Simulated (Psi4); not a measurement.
# CCSD(T)/may-cc-pVTZ (sweep point 7) run of BrF (bromine fluoride)

What is the energy change on altering one bond length of BrF (bromine fluoride) at CCSD(T)/may-cc-pVTZ (sweep point 7)? Input form: a Python script.

The results are computed with Psi4 1.11.

## Step 1: The system as given

BrF: 2 atoms, total charge 0, spin state singlet. As SMILES, `FBr`. Geometry: relaxed at GFN2-xTB.

Bond lengths: F1–Br2 1.800 Å.

## Step 2: The energy at CCSD(T)/may-cc-pVTZ (sweep point 7)

The input, brf.py:

```python
import psi4

psi4.set_memory(1600000000)
psi4.set_num_threads(1)
psi4.set_output_file('psi4.out', False)

mol = psi4.geometry("""
F      0.00000000     0.00000000     0.00000000
Br     0.00000000     0.00000000     3.40139364
units bohr
symmetry c1
""")

psi4.set_options({
    'basis': 'may-cc-pVTZ',
    'puream': True,
    'scf_type': 'pk',
    'num_frozen_docc': 10,
})

e = psi4.energy('ccsd(t)')
print(f'total energy {e:.8f} hartree = {e * 27.211386:.5f} eV')
```

Started as:

```console
$ python brf.py
```

psi4.out, shortened:

```text
[...]
  Running in c1 symmetry.
[...]
  Nuclear repulsion =   92.609098898650259
[...]
  Multiplicity = 1
[...]
  Nalpha       = 22
  Nbeta        = 22
[...]
    Number of basis functions: 81
[...]
   @RHF iter   1: -2671.74189960102331   -2.00670e+00   1.05754e-02 DIIS/ADIIS
[...]
   @RHF iter  11: -2671.86447703036538    1.81899e-12   2.35038e-09 DIIS
[...]
    Orbital Energies [Eh]
    ---------------------
    Doubly Occupied:
       1A   -490.112508     2A    -65.249912     3A    -58.606346
       4A    -58.603048     5A    -58.603048     6A    -26.332429
       7A     -9.921757     8A     -7.537135     9A     -7.522993
      10A     -7.522993    11A     -3.283163    12A     -3.276193
      13A     -3.276193    14A     -3.257745    15A     -3.257745
      16A     -1.593493    17A     -1.033823    18A     -0.688308
      19A     -0.688308    20A     -0.655963    21A     -0.458391
      22A     -0.458391
[...]
  @RHF Final Energy: -2671.86447703036538
   => Energetics <=
    Nuclear Repulsion Energy =             92.6090988986502595
    One-Electron Energy =               -3905.0673830085597729
    Two-Electron Energy =                1140.5938070795441490
    Total Energy =                      -2671.8644770303653786
[...]
 Multipole Moments:
 ------------------------------------------------------------------------------------
     Multipole            Electronic (a.u.)      Nuclear  (a.u.)        Total (a.u.)
 ------------------------------------------------------------------------------------
 L = 1.  Multiply by 2.5417464519 to convert [e a0] to [Debye]
 Dipole X            :          0.0000000            0.0000000            0.0000000
 Dipole Y            :          0.0000000            0.0000000            0.0000000
 Dipole Z            :          2.3230394           -1.5743408            0.7486986
 Magnitude           :                                                    0.7486986
[...]
      * MP2 total energy                      = -2672.348686826946050
[...]
      * CCSD total energy                     = -2672.358319012679203
[...]
      * CCSD(T) total energy                  = -2672.376087512316644
```

On the terminal:

```text
total energy -2672.37608751 hartree = -72719.05725 eV
```

Run time: 51 s. Hardware: 1 thread of Intel Xeon Platinum 8375C at 2.90GHz (Ice Lake), shared host; peak memory 1.1 GiB.

## Step 3: The distorted shape

The input, brf.py:

```python
import psi4

psi4.set_memory('1600 MB')
psi4.set_num_threads(1)
psi4.core.set_output_file('brf.out', False)

molecule = psi4.geometry("""
F      0.00000000     0.00000000    -0.68022582
Br     0.00000000     0.00000000     3.40139364
units au
symmetry c1
""")

psi4.set_options({
    'puream': True,
    'scf_type': 'pk',
    'num_frozen_docc': 10,
})

e_tot = psi4.energy("ccsd(t)/may-cc-pVTZ")
print(f'ccsd(t)/may-cc-pVTZ energy: {e_tot:.10f} Eh')
for k, v in sorted(psi4.core.scalar_variables().items()):
    print(f'{k:45s} {v:18.10f}')
```

Started as:

```console
$ python brf.py
```

brf.out, shortened:

```text
[...]
  Running in c1 symmetry.
[...]
  Nuclear repulsion =   77.175249453558820
[...]
  Multiplicity = 1
[...]
  Nalpha       = 22
  Nbeta        = 22
[...]
    Number of basis functions: 81
[...]
   @RHF iter   1: -2671.68686396915336   -2.28382e+00   1.04048e-02 ADIIS/DIIS
[...]
   @RHF iter  11: -2671.80655662050822   -1.81899e-12   2.33289e-09 DIIS
[...]
    Orbital Energies [Eh]
    ---------------------
    Doubly Occupied:
       1A   -490.140186     2A    -65.276724     3A    -58.633336
       4A    -58.629744     5A    -58.629744     6A    -26.313123
       7A     -9.946715     8A     -7.562214     9A     -7.547305
      10A     -7.547305    11A     -3.307956    12A     -3.301286
      13A     -3.301286    14A     -3.281667    15A     -3.281667
      16A     -1.522599    17A     -1.044935    18A     -0.637708
      19A     -0.637708    20A     -0.570787    21A     -0.487344
      22A     -0.487344
[...]
  @RHF Final Energy: -2671.80655662050822
   => Energetics <=
    Nuclear Repulsion Energy =             77.1752494535588198
    One-Electron Energy =               -3873.7862400360781976
    Two-Electron Energy =                1124.8044339620112169
    Total Energy =                      -2671.8065566205077630
[...]
 Multipole Moments:
 ------------------------------------------------------------------------------------
     Multipole            Electronic (a.u.)      Nuclear  (a.u.)        Total (a.u.)
 ------------------------------------------------------------------------------------
 L = 1.  Multiply by 2.5417464519 to convert [e a0] to [Debye]
 Dipole X            :         -0.0000000            0.0000000           -0.0000000
 Dipole Y            :          0.0000000            0.0000000            0.0000000
 Dipole Z            :          3.1537487           -1.8891844            1.2645643
 Magnitude           :                                                    1.2645643
[...]
      * MP2 total energy                      = -2672.309101461477439
[...]
      * CCSD total energy                     = -2672.318088309534232
[...]
      * CCSD(T) total energy                  = -2672.341519989653534
```

Standard output:

```text
ccsd(t)/may-cc-pVTZ energy: -2672.3415199897 Eh
(T) CORRECTION ENERGY                              -0.0234316801
CC D1 DIAGNOSTIC                                    0.0785441265
CC D2 DIAGNOSTIC                                    0.2620879755
CC NEW D1 DIAGNOSTIC                                0.0785441265
CC T1 DIAGNOSTIC                                    0.0175758491
CCSD CORRELATION ENERGY                            -0.5115316890
CCSD DOUBLES ENERGY                                -0.5115316890
CCSD ITERATIONS                                    17.0000000000
CCSD OPPOSITE-SPIN CORRELATION ENERGY              -0.3949684606
CCSD SAME-SPIN CORRELATION ENERGY                  -0.1165632284
CCSD SINGLES ENERGY                                 0.0000000000
CCSD TOTAL ENERGY                               -2672.3180883095
CCSD(T) CORRELATION ENERGY                         -0.5349633691
CCSD(T) TOTAL ENERGY                            -2672.3415199897
CURRENT CORRELATION ENERGY                         -0.5349633691
CURRENT ENERGY                                  -2672.3415199897
CURRENT REFERENCE ENERGY                        -2671.8065566205
DD SOLVATION ENERGY                                 0.0000000000
HF KINETIC ENERGY                                2671.3341209325
HF POTENTIAL ENERGY                             -5343.1406775530
HF TOTAL ENERGY                                 -2671.8065566205
HF VIRIAL RATIO                                     2.0001768538
MP2 CORRELATION ENERGY                             -0.5025448410
MP2 DOUBLES ENERGY                                 -0.5025448410
MP2 OPPOSITE-SPIN CORRELATION ENERGY               -0.3698783726
MP2 SAME-SPIN CORRELATION ENERGY                   -0.1326664684
MP2 SINGLES ENERGY                                 -0.0000000000
MP2 TOTAL ENERGY                                -2672.3091014615
NUCLEAR REPULSION ENERGY                           77.1752494536
ONE-ELECTRON ENERGY                             -3873.7862400361
PCM POLARIZATION ENERGY                             0.0000000000
PE ENERGY                                           0.0000000000
SCF ITERATION ENERGY                            -2671.8065566205
SCF ITERATIONS                                     11.0000000000
SCF TOTAL ENERGY                                -2671.8065566205
TWO-ELECTRON ENERGY                              1124.8044339620
```

It took 52 s on 1 thread of Intel Xeon Platinum 8375C at 2.90GHz (Ice Lake), shared host; peak memory 1.1 GiB.

## Step 4: Outcome

Level: CCSD(T)/may-cc-pVTZ (sweep point 7), 10 core orbitals frozen.

```
                                                          quantity           value
                                         first shape: total energy  -2672.37609 Eh
                  first shape: HOMO energy (Hartree–Fock orbitals)       -12.47 eV
                  first shape: LUMO energy (Hartree–Fock orbitals)         0.11 eV
                first shape: HOMO–LUMO gap (Hartree–Fock orbitals)        12.59 eV
         first shape: correlation energy (10 core orbitals frozen)      -511.6 mEh
                                       first shape: (T) correction      -17.77 mEh
                                        first shape: T1 diagnostic           0.011
                                     distorted shape: total energy  -2672.34152 Eh
              distorted shape: HOMO energy (Hartree–Fock orbitals)       -13.26 eV
              distorted shape: LUMO energy (Hartree–Fock orbitals)        -2.24 eV
            distorted shape: HOMO–LUMO gap (Hartree–Fock orbitals)        11.02 eV
     distorted shape: correlation energy (10 core orbitals frozen)      -535.0 mEh
                                   distorted shape: (T) correction      -23.43 mEh
                                    distorted shape: T1 diagnostic           0.018
energy change with the F1–Br2 bond stretched from 1.800 to 2.160 Å        0.941 eV
```

What this shows: With the F1–Br2 bond stretched from 1.800 to 2.160 Å the energy rises by 0.94 eV (21.7 kcal/mol). The first shape isn't relaxed at this level, so the change isn't measured from a minimum. The triples (first shape) make up 3.5 % of the correlation energy. The triples (distorted shape) make up 4.4 % of the correlation energy.
